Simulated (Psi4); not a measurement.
# DSD-PBEP86/def2-SVP (density fitting for correlation) run of TiHCl3O (SMILES Cl[Ti](Cl)(Cl)O)

What is the energy change on altering one bond length of TiHCl3O at DSD-PBEP86/def2-SVP (density fitting for correlation)? 

The calculation is run with Psi4 1.11.

4 further runs of the same task are left out: 4 that didn't finish.

## (1) The molecule

The species is TiHCl3O (6 atoms), meant as a singlet with charge 0. As SMILES, `Cl[Ti](Cl)(Cl)O`. The shape is that of a PBE0-D4/def2-TZVP optimisation.

Bond lengths: Cl1–Ti2 2.179 Å, Ti2–Cl3 2.179 Å, Ti2–Cl4 2.180 Å, Ti2–O5 1.745 Å, O5–H6 0.958 Å. Angles: Cl1–Ti2–Cl3 108.5°, Cl1–Ti2–Cl4 110.3°, Cl1–Ti2–O5 109.1°, Cl3–Ti2–Cl4 110.3°, Cl3–Ti2–O5 109.1°, Cl4–Ti2–O5 109.5°, Ti2–O5–H6 146.9°.

## (2) A single-point energy at DSD-PBEP86/def2-SVP (density fitting for correlation)

Contents of run.py:

```python
import psi4

psi4.set_memory('2200 MB')
psi4.set_num_threads(1)
psi4.set_output_file('run.log', False)

m = psi4.geometry("""
0 1
Cl    -3.07883629    -1.57098602     2.57153931
Ti    -0.15227413    -0.65662314    -0.17702954
Cl     3.32085351    -2.57562112     0.92231863
Cl    -1.31033609    -1.84951275    -3.94565366
O      0.36261955     2.59996079    -0.16523765
H      0.85801125     4.05276334     0.79404402
units bohr
symmetry c1
""")

options = {'basis': 'def2-SVP', 'puream': True, 'e_convergence': 1e-09, 'd_convergence': 1e-08, 'scf_type': 'pk', 'dft_radial_points': 99, 'dft_spherical_points': 590, 'num_frozen_docc': 21}
psi4.set_options(options)

energy_value = psi4.energy("dsd-pbep86", molecule=m)
print(f'dsd-pbep86 energy: {energy_value:.10f} Eh')
```

The run is started by

```sh
$ python run.py
```

run.log:

```text
[...]
  Running in c1 symmetry.
[...]
  Nuclear repulsion =  537.727169688534332
[...]
  Multiplicity = 1
[...]
  Nalpha       = 41
  Nbeta        = 41
[...]
    Number of basis functions: 104
[...]
   @RKS iter   1: -2303.08228832118402   -8.37073e-01   7.57223e-03 DIIS/ADIIS
[...]
   @RKS iter  13: -2303.43121822725288   -1.95541e-11   8.87581e-09 DIIS
[...]
    Orbital Energies [Eh]
    ---------------------
    Doubly Occupied:
       1A   -181.995212     2A   -103.651623     3A   -103.651452
       4A   -103.648683     5A    -21.170811     6A    -20.115443
       7A    -17.659582     8A    -17.659273     9A    -17.659271
      10A    -10.189407    11A    -10.189243    12A    -10.186499
      13A     -7.759807    14A     -7.759645    15A     -7.757483
      16A     -7.757342    17A     -7.757322    18A     -7.757175
      19A     -7.756918    20A     -7.754602    21A     -7.754377
      22A     -2.902938    23A     -1.893228    24A     -1.884458
      25A     -1.883951    26A     -1.223792    27A     -1.002424
      28A     -0.992941    29A     -0.990972    30A     -0.683975
      31A     -0.525233    32A     -0.521570    33A     -0.494203
      34A     -0.485116    35A     -0.482861    36A     -0.462567
[...]
  @RKS Final Energy: -2303.43121822725288
   => Energetics <=
    Nuclear Repulsion Energy =            537.7271696885343317
    One-Electron Energy =               -4242.6692699581653869
    Two-Electron Energy =                1439.9813997345561347
    DFT Exchange-Correlation Energy =     -38.4705176921785110
    Empirical Dispersion Energy =           0.0000000000000000
    VV10 Nonlocal Energy =                  0.0000000000000000
    Total Energy =                      -2303.4312182272528844
[...]
 Multipole Moments:
 ------------------------------------------------------------------------------------
     Multipole            Electronic (a.u.)      Nuclear  (a.u.)        Total (a.u.)
 ------------------------------------------------------------------------------------
 L = 1.  Multiply by 2.5417464519 to convert [e a0] to [Debye]
 Dipole X            :         -0.3308902            0.5895922            0.2587020
 Dipole Y            :         -1.8628841            2.8473893            0.9845051
 Dipole Z            :         -0.1408619            0.5112891            0.3704272
 Magnitude           :                                                    1.0832328
[...]
```

Standard output:

```text
dsd-pbep86 energy: -2303.9187128040 Eh
```

It took 8.7 s on 1 thread of Intel Xeon 6975P-C (Granite Rapids), shared host; peak memory 1.1 GiB.

## (3) The distorted shape at the same level

Contents of input.in:

```
memory 2200 MB

molecule {
  0 1
  Cl    -5.42010302    -2.30248199     4.77040951
  Ti    -0.15227413    -0.65662314    -0.17702954
  Cl     3.32085351    -2.57562112     0.92231863
  Cl    -1.31033609    -1.84951275    -3.94565366
  O      0.36261955     2.59996079    -0.16523765
  H      0.85801125     4.05276334     0.79404402
  units au
  symmetry c1
}

set {
  basis                def2-SVP
  puream               true
  e_convergence        1e-09
  d_convergence        1e-08
  scf_type             pk
  dft_radial_points    99
  dft_spherical_points 590
  num_frozen_docc      21
}

energy_value, wavefunction = energy('dsd-pbep86', return_wfn=True)
```

The run is started by

```sh
$ psi4 -i input.in -o input.out -n 1
```

input.out:

```text
[...]
  Running in c1 symmetry.
[...]
  Nuclear repulsion =  463.506171410050797
[...]
  Multiplicity = 1
[...]
  Nalpha       = 41
  Nbeta        = 41
[...]
    Number of basis functions: 104
[...]
   @RKS iter   1: -2302.75312604451710   -8.83536e-01   8.36630e-03 ADIIS/DIIS
[...]
   @RKS iter  21: -2303.26309086192077   -1.40972e-11   4.40913e-09 DIIS
[...]
    Orbital Energies [Eh]
    ---------------------
    Doubly Occupied:
       1A   -182.064804     2A   -103.703265     3A   -103.700048
       4A   -103.530696     5A    -21.235408     6A    -20.169065
       7A    -17.724832     8A    -17.724479     9A    -17.724314
      10A    -10.240430    11A    -10.237256    12A    -10.062301
      13A     -7.810721    14A     -7.808505    15A     -7.808164
      16A     -7.807580    17A     -7.805358    18A     -7.804914
      19A     -7.634423    20A     -7.630159    21A     -7.630153
      22A     -2.963421    23A     -1.954120    24A     -1.945184
      25A     -1.939746    26A     -1.272994    27A     -1.045172
      28A     -1.037679    29A     -0.848287    30A     -0.733495
      31A     -0.574783    32A     -0.565370    33A     -0.536908
      34A     -0.528671    35A     -0.504052    36A     -0.486078
[...]
  @RKS Final Energy: -2303.26309086192077
   => Energetics <=
    Nuclear Repulsion Energy =            463.5061714100507970
    One-Electron Energy =               -4093.0003568957213247
    Two-Electron Energy =                1364.6652478041619361
    DFT Exchange-Correlation Energy =     -38.4341531804119185
    Empirical Dispersion Energy =           0.0000000000000000
    VV10 Nonlocal Energy =                  0.0000000000000000
    Total Energy =                      -2303.2630908619207730
[...]
 Multipole Moments:
 ------------------------------------------------------------------------------------
     Multipole            Electronic (a.u.)      Nuclear  (a.u.)        Total (a.u.)
 ------------------------------------------------------------------------------------
 L = 1.  Multiply by 2.5417464519 to convert [e a0] to [Debye]
 Dipole X            :          2.0808505            0.3121649            2.3930154
 Dipole Y            :         -1.2104319            2.7607110            1.5502791
 Dipole Z            :         -2.4019166            0.7718432           -1.6300734
 Magnitude           :                                                    3.2843611
[...]
```

It took 11 s on 1 thread of Intel Xeon 6975P-C (Granite Rapids), shared host; peak memory 1.1 GiB.

## (4) Results

Level: DSD-PBEP86/def2-SVP (density fitting for correlation), 21 core orbitals frozen.

| quantity | value |
| --- | --- |
| first shape: total energy | -2303.91871 Eh |
| first shape: HOMO energy (SCF part's orbitals) | -11.26 eV |
| first shape: LUMO energy (SCF part's orbitals) | -1.13 eV |
| first shape: HOMO–LUMO gap (SCF part's orbitals) | 10.13 eV |
| distorted shape: total energy | -2303.77158 Eh |
| distorted shape: HOMO energy (SCF part's orbitals) | -8.09 eV |
| distorted shape: LUMO energy (SCF part's orbitals) | -3.78 eV |
| distorted shape: HOMO–LUMO gap (SCF part's orbitals) | 4.31 eV |
| energy change with the Cl1–Ti2 bond stretched from 2.179 to 3.922 Å | 4.004 eV |

What this shows: With the Cl1–Ti2 bond stretched from 2.179 to 3.922 Å the energy rises by 4.00 eV (92 kcal/mol). The first shape isn't relaxed at this level, so the change isn't measured from a minimum. A restricted reference can't describe the breaking bond well at this length.
